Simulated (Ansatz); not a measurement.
**Cl₂FGeH₃Si: up Jacob's ladder to CCSD(T)**

An exercise on one series of results from a longer session: the logs are not shown, and one member is left open.

Method: functionals in def2-TZVPP, the program's frozen cores in correlated methods; program: Ansatz 0.2.0, Gaussian basis.

Levels to be run: LDA (SPW92), PBE-D4, revPBE-D4, BLYP-D4, r2SCAN-D4, B97M-V, PBE0-D4, B3LYP-D4, r2SCANh-D4, r2SCAN0-D4, HSE06-D4, BHLYP-D4, CAM-B3LYP-D4, LC-ωPBE, ωB97X-V, ωB97M-V, B2PLYP, PBE-QIDH; CCSD(T)/def2-SVP; CCSD(T)/def2-TZVPP; MP2/def2-QZVPP; extrapolation to the limit; RPA on PBE.

**The relaxed structure**

The geometry comes from an earlier relaxation with PBE0-D4 in a triple-zeta def2 set; it is a stationary point, not always the lowest conformer.

8 atoms, charge 0, spin multiplicity 1.

Atoms are counted from 1 here; the program's logs count them from 0.

Bond lengths: F1–Si2 1.589 Å, Si2–Cl3 2.038 Å, Si2–Cl4 2.038 Å, Si2–Ge5 2.370 Å, Ge5–H6 1.534 Å, Ge5–H7 1.534 Å, Ge5–H8 1.533 Å. Angles: F1–Si2–Cl3 107.1°, F1–Si2–Cl4 107.1°, F1–Si2–Ge5 110.8°, Cl3–Si2–Cl4 108.8°, Cl3–Si2–Ge5 111.5°, Cl4–Si2–Ge5 111.5°, Si2–Ge5–H6 109.2°, Si2–Ge5–H7 109.2°, Si2–Ge5–H8 108.3°, H6–Ge5–H7 110.1°, H6–Ge5–H8 110.0°, H7–Ge5–H8 110.0°.

Set-up of the first run:

Input file in.yaml:

```yaml
crystal:
  periodic: [false, false, false]
  atoms:
    - {symbol: F, position_ang: [-1.334348, -1.609232, 0.880873]}
    - {symbol: Si, position_ang: [-0.129670, -1.113315, -0.028311]}
    - {symbol: Cl, position_ang: [1.550345, -2.052128, 0.641560]}
    - {symbol: Cl, position_ang: [-0.518427, -1.738314, -1.928518]}
    - {symbol: Ge, position_ang: [0.092783, 1.243737, 0.080366]}
    - {symbol: H, position_ang: [0.373915, 1.657436, 1.530249]}
    - {symbol: H, position_ang: [-1.204959, 1.895955, -0.412419]}
    - {symbol: H, position_ang: [1.262661, 1.658760, -0.819500]}
basis:
  gaussian: {orbitals: def2-TZVPP}
hamiltonian: {xc: lda}
output: {orbitals: {seedname: orbitals}}
```

Steps of the session up to this table: LDA; PBE-D4 (GGA); revPBE-D4 (GGA); BLYP-D4 (GGA); r2SCAN-D4 (meta-GGA); B97M-V (meta-GGA); PBE0-D4 (hybrid); B3LYP-D4 (hybrid); r2SCANh-D4 (hybrid); r2SCAN0-D4 (hybrid); HSE06-D4 (hybrid); BHLYP-D4 (hybrid); CAM-B3LYP-D4 (range-separated); LC-ωPBE-D4 (range-separated; the results give it without D4); ωB97X-V (range-separated); ωB97M-V (range-separated); B2PLYP (double hybrid); PBE-QIDH (double hybrid).

One of the session's tables, all rows but one given; the rest of the session is left out.

It belongs to the step «Orbital energies across the functionals». 

| functional | HOMO (eV) | gap (eV) |
| --- | --- | --- |
| LDA (SPW92) | -7.61 | 6.13 |
| PBE-D4 | -7.48 | 6.23 |
| revPBE-D4 | -7.43 | 6.28 |
| BLYP-D4 | -7.34 | 6.26 |
| r2SCAN-D4 | -7.79 | 6.80 |
| B97M-V | -7.89 | 6.85 |
| PBE0-D4 | -8.68 | 8.28 |
| B3LYP-D4 | -8.47 | 7.90 |
| r2SCANh-D4 | -8.23 | 7.53 |
| r2SCAN0-D4 | -8.88 | 8.62 |
| HSE06-D4 | -8.29 | 7.51 |
| BHLYP-D4 | -9.78 | 10.35 |
| CAM-B3LYP-D4 | -9.96 | 10.66 |
| LC-ωPBE | -11.25 | 13.06 |
| ωB97X-V | ? | ? |
| ωB97M-V | -10.70 | 12.19 |

**Question.** Estimate the row for ωB97X-V.

As computed: HOMO (eV): -10.93; gap (eV): 12.63. In the column «HOMO (eV)» it lies between LC-ωPBE (-11.25) and ωB97M-V (-10.70).
